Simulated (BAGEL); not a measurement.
# A workflow on GeH2O2 (SMILES [OH][Ge][OH])

Aim: the energy (HF/cc-pVDZ), then a single-point energy (NEVPT2(2,2)/cc-pVDZ), then the energy (CASPT2(2,2)/cc-pVDZ) of GeH2O2. 

The calculation is run with BAGEL 1.2.2.

2 further runs of the same task are left out: 2 set aside as unsound or not needed.

### 1 The system as given

The species is GeH2O2 (5 atoms), meant as a singlet with charge 0. As SMILES, `[OH][Ge][OH]`. The O3–H5 distance was set to 1.827 Å, away from the relaxed value. At this shape a bond of the SMILES string is far longer than usual.

Bond lengths: O1–Ge2 1.790 Å, Ge2–O3 1.790 Å, O1–H4 0.961 Å. Angles: O1–Ge2–O3 102.4°, Ge2–O1–H4 118.8°.

### 2 A single-point energy at HF/cc-pVDZ (density fitting with svp-jkfit) (run 1)

The input, input.json:

```json
{ "bagel": [

{
  "title": "molecule",
  "basis": "cc-pvdz.json",
  "df_basis": "svp-jkfit",
  "angstrom": false,
  "geometry": [
    { "atom": "O", "xyz": [ -2.67783074, -1.30282632,  0.47406425 ] },
    { "atom": "Ge", "xyz": [ -0.74161735, -2.80761524,  2.80352965 ] },
    { "atom": "O", "xyz": [  2.27873192, -1.38370660,  2.26476873 ] },
    { "atom": "H", "xyz": [ -1.92175131, -0.07393742, -0.62972477 ] },
    { "atom": "H", "xyz": [  2.58212178,  0.96980745, -0.24169597 ] }
  ]
},
{ "title": "hf" },
{ "title": "print", "file": "orbitals.molden", "orbitals": true }

]}
```

The basis set cc-pVDZ is read from a file made from the Basis Set Exchange's data (not shown).

The run is started by

```sh
$ BAGEL_NUM_THREADS=1 BAGEL input.json > input.out
```

The program printed:

```text
* using 1 threads per process

  ===============================================================
  ===============================================================

  *** Geometry ***

  { "atom" : "O", "xyz" : [     -2.677831,     -1.302826,      0.474064 ] },
  { "atom" : "Ge", "xyz" : [     -0.741617,     -2.807615,      2.803530 ] },
  { "atom" : "O", "xyz" : [      2.278732,     -1.383707,      2.264769 ] },
  { "atom" : "H", "xyz" : [     -1.921751,     -0.073937,     -0.629725 ] },
  { "atom" : "H", "xyz" : [      2.582122,      0.969807,     -0.241696 ] },

  Number of auxiliary basis functions:      456

  Since a DF basis is specified, we compute 2- and 3-index integrals:
    o Being stored without compression. Storage requirement is 0.015 GB

  Number of basis functions:       65
  Number of electrons      :       50

    * METHOD: MOLECULE                             0.19

  *** RHF ***

  === Nuclear Repulsion ===
   185.8422959993

      * DIIS with orbital gradients will be used.

  === RHF iteration (cc-pvdz.json) ===
      0      -2225.62450373          0.02858280           0.06
      1      -2225.62603445          0.03381594           0.06
      2      -2226.07401550          0.00439005           0.05
      3      -2226.08158166          0.00206083           0.05
      4      -2226.08444813          0.00057842           0.05
      5      -2226.08481323          0.00016819           0.06
      6      -2226.08485623          0.00005788           0.06
      7      -2226.08486167          0.00002413           0.05
      8      -2226.08486278          0.00001529           0.06
      9      -2226.08486344          0.00000927           0.06
     10      -2226.08486360          0.00000352           0.06
     11      -2226.08486363          0.00000149           0.06
     12      -2226.08486363          0.00000052           0.06
     13      -2226.08486363          0.00000031           0.06
     14      -2226.08486363          0.00000013           0.06
     15      -2226.08486363          0.00000006           0.06
     16      -2226.08486363          0.00000004           0.06
     17      -2226.08486363          0.00000003           0.06
     18      -2226.08486363          0.00000001           0.06
     19      -2226.08486363          0.00000001           0.06
    * SCF iteration converged.

    * Permanent dipole moment:
           (    0.031016,    -0.333616,     0.382593) a.u.

    * METHOD: HF                                   1.28

    * METHOD: PRINT                                0.01

  ===============================================================
```

Wall time 1.6 s (1 thread of Arm Neoverse V2, shared host); peak memory 0.15 GiB.

### 3 The energy at NEVPT2(2,2)/cc-pVDZ (density fitting with svp-jkfit) (run 2)

The input, job.json:

```json
{ "bagel" : [

{
  "title" : "molecule",
  "basis" : "cc-pvdz.json",
  "df_basis" : "svp-jkfit",
  "geometry" : [
    { "atom" : "O", "xyz" : [ -2.67783074, -1.30282632,  0.47406425 ] },
    { "atom" : "Ge", "xyz" : [ -0.74161735, -2.80761524,  2.80352965 ] },
    { "atom" : "O", "xyz" : [  2.27873192, -1.38370660,  2.26476873 ] },
    { "atom" : "H", "xyz" : [ -1.92175131, -0.07393742, -0.62972477 ] },
    { "atom" : "H", "xyz" : [  2.58212178,  0.96980745, -0.24169597 ] }
  ]
},
{ "title" : "hf" },
{ "title" : "casscf", "nstate" : 1, "nact" : 2, "nclosed" : 24, "active" : [24, 26], "maxiter" : 200, "natocc" : true },
{ "title" : "nevpt2", "nstate" : 1, "nact" : 2, "nclosed" : 24, "active" : [24, 26], "maxiter" : 200, "natocc" : true, "ncore" : 11 },
{ "title" : "print", "file" : "orbitals.molden", "orbitals" : true }

]}
```

The basis set cc-pVDZ is read from a file made from the Basis Set Exchange's data (not shown).

The run is started by

```sh
$ BAGEL_NUM_THREADS=1 BAGEL job.json > job.out
```

The program printed:

```text
* using 1 threads per process

  ===============================================================
  ===============================================================

  *** Geometry ***

  { "atom" : "O", "xyz" : [     -2.677831,     -1.302826,      0.474064 ] },
  { "atom" : "Ge", "xyz" : [     -0.741617,     -2.807615,      2.803530 ] },
  { "atom" : "O", "xyz" : [      2.278732,     -1.383707,      2.264769 ] },
  { "atom" : "H", "xyz" : [     -1.921751,     -0.073937,     -0.629725 ] },
  { "atom" : "H", "xyz" : [      2.582122,      0.969807,     -0.241696 ] },

  Number of auxiliary basis functions:      456

  Since a DF basis is specified, we compute 2- and 3-index integrals:
    o Being stored without compression. Storage requirement is 0.015 GB

  Number of basis functions:       65
  Number of electrons      :       50

    * METHOD: MOLECULE                             0.19

  *** RHF ***

  === Nuclear Repulsion ===
   185.8422959993

      * DIIS with orbital gradients will be used.

  === RHF iteration (cc-pvdz.json) ===
      0      -2225.62450373          0.02858280           0.06
      1      -2225.62603445          0.03381594           0.06
      2      -2226.07401550          0.00439005           0.06
      3      -2226.08158166          0.00206083           0.06
      4      -2226.08444813          0.00057842           0.06
      5      -2226.08481323          0.00016819           0.06
      6      -2226.08485623          0.00005788           0.06
      7      -2226.08486167          0.00002413           0.06
      8      -2226.08486278          0.00001529           0.06
      9      -2226.08486344          0.00000927           0.06
     10      -2226.08486360          0.00000352           0.06
     11      -2226.08486363          0.00000149           0.06
     12      -2226.08486363          0.00000052           0.05
     13      -2226.08486363          0.00000031           0.06
     14      -2226.08486363          0.00000013           0.06
     15      -2226.08486363          0.00000006           0.06
     16      -2226.08486363          0.00000004           0.06
     17      -2226.08486363          0.00000003           0.06
     18      -2226.08486363          0.00000001           0.06
     19      -2226.08486363          0.00000001           0.05
    * SCF iteration converged.

    * Permanent dipole moment:
           (    0.031016,    -0.333616,     0.382593) a.u.

    * METHOD: HF                                   1.27

  ---------------------------
      CASSCF calculation
  ---------------------------

    ==== Active orbitals : =====
         Orbital 24
         Orbital 26
    ============================

    * nstate   :      1
    * nclosed  :     24
    * nact     :      2
    * nvirt    :     39
  === CASSCF iteration (cc-pvdz.json) ===

    * Using the second-order algorithm

      0  0     -2226.10044363     4.61e-03      0.02

      1  0     -2226.14908796     4.69e-03      0.29

      2  0     -2226.16636951     1.74e-03      0.31

      3  0     -2226.16722059     5.17e-04      0.31

      4  0     -2226.16727878     1.58e-04      0.31

      5  0     -2226.16728357     4.81e-05      0.32

      6  0     -2226.16728399     1.46e-05      0.31

      7  0     -2226.16728403     4.38e-06      0.32

      8  0     -2226.16728403     1.31e-06      0.31

      9  0     -2226.16728403     3.94e-07      0.32

     10  0     -2226.16728403     1.18e-07      0.30

     11  0     -2226.16728403     3.53e-08      0.28

     12  0     -2226.16728403     1.05e-08      0.27

     13  0     -2226.16728403     3.16e-09      0.25

    * Second-order optimization converged. *

     guess   0:   closed 1.                   open ..

  === FCI iteration ===

      0  0     -2226.07550984     1.06e-01      0.00
      1  0     -2226.16407031     1.94e-02      0.00
      2  0 *   -2226.16728403     7.81e-16      0.00

     * ci vector, state   0, <S^2> = 0.0000
       2.     0.9168346146
       .2    -0.3992671905

    * METHOD: CASSCF                               4.05

    * freezing 11 orbitals

  === DF-NEVPT2 calculation ===

    * 3-index integral transformation done
    * assembly done

      NEVPT2 correlation energy:   -0.4397505029      0.08

          (+0)     -0.3658611645
          (+0)'    -0.0211097164
          (+1)     -0.0125379194
          (+1)'    -0.0000000000
          (+2)     -0.0005172907
          (-1)     -0.0379993605
          (-1)'     0.0000000000
          (-2)     -0.0017250514

      NEVPT2 total energy:       -2226.6070345355

    * METHOD: NEVPT2                               0.18

    * METHOD: PRINT                                0.01

  ===============================================================
```

Wall time 6 s (1 thread of Arm Neoverse V2, shared host); peak memory 0.15 GiB.

### 4 The energy at CASPT2(2,2)/cc-pVDZ (density fitting with svp-jkfit) (run 3)

The input, calc.json:

```json
{ "bagel" : [

{
  "title" : "molecule",
  "basis" : "cc-pvdz.json",
  "df_basis" : "svp-jkfit",
  "angstrom" : false,
  "geometry" : [
    { "atom" : "O", "xyz" : [ -2.67783074, -1.30282632,  0.47406425 ] },
    { "atom" : "Ge", "xyz" : [ -0.74161735, -2.80761524,  2.80352965 ] },
    { "atom" : "O", "xyz" : [  2.27873192, -1.38370660,  2.26476873 ] },
    { "atom" : "H", "xyz" : [ -1.92175131, -0.07393742, -0.62972477 ] },
    { "atom" : "H", "xyz" : [  2.58212178,  0.96980745, -0.24169597 ] }
  ]
},
{ "title" : "hf" },
{ "title" : "casscf", "nstate" : 1, "nact" : 2, "nclosed" : 24, "active" : [24, 26], "maxiter" : 200, "natocc" : true },
{ "title" : "print", "file" : "orbitals.molden", "orbitals" : true },
{ "title" : "smith", "method" : "caspt2", "ms" : true, "xms" : true, "sssr" : true, "shift" : 0.2, "shift_imag" : true, "ncore" : 11 }

]}
```

The basis set cc-pVDZ is read from a file made from the Basis Set Exchange's data (not shown).

The run is started by

```sh
$ BAGEL_NUM_THREADS=1 BAGEL calc.json > calc.out
```

The program printed:

```text
* using 1 threads per process

  ===============================================================
  ===============================================================

  *** Geometry ***

  { "atom" : "O", "xyz" : [     -2.677831,     -1.302826,      0.474064 ] },
  { "atom" : "Ge", "xyz" : [     -0.741617,     -2.807615,      2.803530 ] },
  { "atom" : "O", "xyz" : [      2.278732,     -1.383707,      2.264769 ] },
  { "atom" : "H", "xyz" : [     -1.921751,     -0.073937,     -0.629725 ] },
  { "atom" : "H", "xyz" : [      2.582122,      0.969807,     -0.241696 ] },

  Number of auxiliary basis functions:      456

  Since a DF basis is specified, we compute 2- and 3-index integrals:
    o Being stored without compression. Storage requirement is 0.015 GB

  Number of basis functions:       65
  Number of electrons      :       50

    * METHOD: MOLECULE                             0.19

  *** RHF ***

  === Nuclear Repulsion ===
   185.8422959993

      * DIIS with orbital gradients will be used.

  === RHF iteration (cc-pvdz.json) ===
      0      -2225.62450373          0.02858280           0.06
      1      -2225.62603445          0.03381594           0.06
      2      -2226.07401550          0.00439005           0.06
      3      -2226.08158166          0.00206083           0.06
      4      -2226.08444813          0.00057842           0.06
      5      -2226.08481323          0.00016819           0.06
      6      -2226.08485623          0.00005788           0.06
      7      -2226.08486167          0.00002413           0.06
      8      -2226.08486278          0.00001529           0.06
      9      -2226.08486344          0.00000927           0.06
     10      -2226.08486360          0.00000352           0.06
     11      -2226.08486363          0.00000149           0.06
     12      -2226.08486363          0.00000052           0.06
     13      -2226.08486363          0.00000031           0.06
     14      -2226.08486363          0.00000013           0.06
     15      -2226.08486363          0.00000006           0.06
     16      -2226.08486363          0.00000004           0.06
     17      -2226.08486363          0.00000003           0.06
     18      -2226.08486363          0.00000001           0.06
     19      -2226.08486363          0.00000001           0.06
    * SCF iteration converged.

    * Permanent dipole moment:
           (    0.031016,    -0.333616,     0.382593) a.u.

    * METHOD: HF                                   1.29

  ---------------------------
      CASSCF calculation
  ---------------------------

    ==== Active orbitals : =====
         Orbital 24
         Orbital 26
    ============================

    * nstate   :      1
    * nclosed  :     24
    * nact     :      2
    * nvirt    :     39
  === CASSCF iteration (cc-pvdz.json) ===

    * Using the second-order algorithm

      0  0     -2226.10044363     4.61e-03      0.02

      1  0     -2226.14908796     4.69e-03      0.29

      2  0     -2226.16636951     1.74e-03      0.31

      3  0     -2226.16722059     5.17e-04      0.32

      4  0     -2226.16727878     1.58e-04      0.31

      5  0     -2226.16728357     4.81e-05      0.32

      6  0     -2226.16728399     1.46e-05      0.31

      7  0     -2226.16728403     4.38e-06      0.32

      8  0     -2226.16728403     1.31e-06      0.32

      9  0     -2226.16728403     3.94e-07      0.32

     10  0     -2226.16728403     1.18e-07      0.30

     11  0     -2226.16728403     3.53e-08      0.28

     12  0     -2226.16728403     1.05e-08      0.26

     13  0     -2226.16728403     3.16e-09      0.25

    * Second-order optimization converged. *

     guess   0:   closed 1.                   open ..

  === FCI iteration ===

      0  0     -2226.07550984     1.06e-01      0.00
      1  0     -2226.16407031     1.94e-02      0.00
      2  0 *   -2226.16728403     7.81e-16      0.00

     * ci vector, state   0, <S^2> = 0.0000
       2.     0.9168346146
       .2    -0.3992671905

    * METHOD: CASSCF                               4.05

    * METHOD: PRINT                                0.01

  === SMITH program ===

    * freezing 11 orbitals

    * Approximate memory requirement for SMITH calulation per MPI process:
      o Storage requirement for T-amplitude, lambda, and residual is 0.01 GB
      o Storage requirement for MO integrals is 0.00 GB
    * Calculating and saving rdm4f

    * Zeroth order energy : state  0       -0.6554974794

    * CASPT2 iteration is performed using orthogonal basis

      -------------------------------------------  CASPT2 iteration  ---------------------------------------------------
       #      aibj      arbs      arbi      airj      risj      airs      arst      rist         Etot      error   time
      ------------------------------------------------------------------------------------------------------------------

       0  -0.36434  -0.00214  -0.04008  -0.01353  -0.00073  -0.02140  -0.00000  -0.00000   -0.4422209  0.0010456   0.04
       1  -0.36444  -0.00215  -0.04018  -0.01359  -0.00075  -0.02157  -0.00000  -0.00000   -0.4426801  0.0001205   0.04
       2  -0.36444  -0.00215  -0.04018  -0.01359  -0.00075  -0.02157  -0.00000  -0.00000   -0.4426886  0.0000251   0.04
       3  -0.36445  -0.00215  -0.04018  -0.01359  -0.00075  -0.02158   0.00000  -0.00000   -0.4426889  0.0000053   0.04
       4  -0.36445  -0.00215  -0.04018  -0.01359  -0.00075  -0.02158   0.00000  -0.00000   -0.4426889  0.0000009   0.04

      ------------------------------------------------------------------------------------------------------------------

    * CASPT2 energy : state  0    -2226.6124168260
        w/o shift correction      -2226.6099729655
        reference weight              0.8767382766

    * METHOD: SMITH                                0.36

  ===============================================================
```

Run time: 6.3 s. Hardware: 1 thread of Arm Neoverse V2, shared host; peak memory 0.15 GiB.

### 5 Results

| quantity | value |
| --- | --- |
| run 1, HF/cc-pVDZ: total energy | -2226.08486 Eh |
| run 1, HF/cc-pVDZ: dipole moment | 1.29 D |
| run 1, HF/cc-pVDZ: HOMO energy | -10.10 eV |
| run 1, HF/cc-pVDZ: LUMO energy | -0.31 eV |
| run 1, HF/cc-pVDZ: HOMO–LUMO gap | 9.79 eV |
| run 2, NEVPT2(2,2)/cc-pVDZ: total energy | -2226.60703 Eh |
| run 3, CASPT2(2,2)/cc-pVDZ: total energy | -2226.61242 Eh |

In words: One bond (run 1, HF/cc-pVDZ) is far stretched, which a spin-restricted single reference describes badly; a broken-symmetry solution may lie lower.
